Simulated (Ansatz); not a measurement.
## Nudged elastic band run: W8C8F

The input (input.yaml):

```yaml
crystal:
  lattice:
    - [5.7877, 0.0, 0.0]
    - [-2.89385, 5.012295, 0.0]
    - [0.0, 0.0, 17.24485]
  atoms:
    - { symbol: W, position: [0.0, 0.0, 0.0579883] }
    - { symbol: C, position: [0.33343688, 0.16691737, 0.13376052] }
    - { symbol: W, position: [0.00108617, -0.00048895, 0.22205077] }
    - { symbol: C, position: [0.33180611, 0.16372605, 0.28678009] }
    - { symbol: W, position: [0.0, 0.5, 0.0579883] }
    - { symbol: C, position: [0.33349706, 0.6667812, 0.13373975] }
    - { symbol: W, position: [0.00113405, 0.50236937, 0.22199698] }
    - { symbol: C, position: [0.33178374, 0.66889595, 0.28675598] }
    - { symbol: W, position: [0.5, 0.0, 0.0579883] }
    - { symbol: C, position: [0.83340678, 0.16685454, 0.13548587] }
    - { symbol: W, position: [0.49831076, -0.00049832, 0.22204261] }
    - { symbol: C, position: [0.83366865, 0.16754582, 0.29486587] }
    - { symbol: W, position: [0.5, 0.5, 0.0579883] }
    - { symbol: C, position: [0.83326034, 0.6667939, 0.13374396] }
    - { symbol: W, position: [0.50015542, 0.50040587, 0.22257364] }
    - { symbol: C, position: [0.83698887, 0.66889575, 0.28675939] }
    - { symbol: F, position: [-0.1658955, 0.16872303, 0.37150001] }
basis:
  ecutwfc: 420.0
kpoints:
  mp_grid: { grid: [4, 4, 1] }
hamiltonian:
  xc: pbesol
  pseudopotentials: { kind: paw, azcp: { folder: soft_1 } }
scf:
  occupations: { method: gaussian, width: 0.15 }
  lower_state_search: "off"
  max_iter: 83
neb:
  images: 3
  f_tol: 0.2
  max_iterations: 50
  order_check: false
  constraints: [{ sites: [0, 4, 8, 12] }]
  final_atoms:
    - { symbol: W, position: [0.0, 0.0, 0.0579883] }
    - { symbol: C, position: [0.33349707, 0.16678122, 0.13373975] }
    - { symbol: W, position: [0.00113406, 0.00236939, 0.22199698] }
    - { symbol: C, position: [0.33178375, 0.16889597, 0.28675598] }
    - { symbol: W, position: [0.0, 0.5, 0.0579883] }
    - { symbol: C, position: [0.33343689, 0.66691739, 0.13376052] }
    - { symbol: W, position: [0.00108618, 0.49951107, 0.22205077] }
    - { symbol: C, position: [0.33180612, 0.66372607, 0.28678009] }
    - { symbol: W, position: [0.5, 0.0, 0.0579883] }
    - { symbol: C, position: [0.83326035, 0.16679392, 0.13374396] }
    - { symbol: W, position: [0.50015543, 0.00040589, 0.22257364] }
    - { symbol: C, position: [0.83698888, 0.16889577, 0.28675939] }
    - { symbol: W, position: [0.5, 0.5, 0.0579883] }
    - { symbol: C, position: [0.83340679, 0.66685456, 0.13548587] }
    - { symbol: W, position: [0.49831077, 0.4995017, 0.22204261] }
    - { symbol: C, position: [0.83366866, 0.66754584, 0.29486587] }
    - { symbol: F, position: [-0.16589549, 0.66872305, 0.37150001] }
```

Command:

```bash
$ ansatz run input.yaml --threads 4 --pin off --max-ram 10240MiB --backend cpu --events-out ev --progress --plain --runs-dir out
```

Output, in part (warnings, iteration lines):

```
NEB end point (image 0): max|allowed force component| = 1.613e-2 eV/Å (the criterion of neb.relax_end_points is 4.000e-2)
NEB end point (image 4): max|allowed force component| = 1.616e-2 eV/Å (the criterion of neb.relax_end_points is 4.000e-2)
NEB iter   1: max|band force component| = 2.366e0 eV/Å  barrier→ = 2.7622 eV  barrier← = 2.7622 eV  Δτ_max = 0.1271 Å  (56 SCF iters)
NEB iter   2: max|band force component| = 2.308e0 eV/Å  barrier→ = 2.6066 eV  barrier← = 2.6066 eV  Δτ_max = 0.2000 Å  (25 SCF iters)
NEB iter   3: max|band force component| = 5.944e0 eV/Å  barrier→ = 2.5771 eV  barrier← = 2.5771 eV  Δτ_max = 0.0977 Å  (27 SCF iters)
NEB iter   4: max|band force component| = 1.208e0 eV/Å  barrier→ = 2.5639 eV  barrier← = 2.5639 eV  Δτ_max = 0.0658 Å  (24 SCF iters)
NEB iter   5: max|band force component| = 3.639e-1 eV/Å  barrier→ = 2.5543 eV  barrier← = 2.5543 eV  CI = image 2  Δτ_max = 0.0577 Å  (21 SCF iters)
NEB iter   6: max|band force component| = 1.262e-1 eV/Å  barrier→ = 2.5534 eV  barrier← = 2.5534 eV  CI = image 2  Δτ_max = 0.0000 Å  (21 SCF iters)
```

It converged. The threshold of 0.2 eV/Å is loose, so the images may lie well off the minimum-energy path. Neighbouring images differ by up to 2.0 eV, so the band resolves the path poorly. The order of the stationary point at the top wasn't checked. Limits of this set-up: coarse k mesh, thin slab, slab without dipole correction, odd electron count without spin, PAW files made for another functional.

Final band (atoms are numbered from 1 in the order of the input):

| image | path coordinate (Å) | energy (eV) | C12–F17 (Å) | C16–F17 (Å) |
| --- | --- | --- | --- | --- |
| 0 | 0.00 | 0.00 | 1.32 | 3.24 |
| 1 | 0.75 | 0.55 | 1.35 | 2.60 |
| 2 | 1.51 | 2.55 | 1.87 | 1.87 |
| 3 | 2.28 | 0.54 | 2.61 | 1.35 |
| 4 | 3.05 | 0.00 | 3.24 | 1.32 |

Time of the run: 4.5 min on 4 threads of Intel(R) Xeon(R) Platinum 8259CL CPU @ 2.50GHz (Skylake/Cascade Lake), on a shared host, peak memory 2.2 GiB.
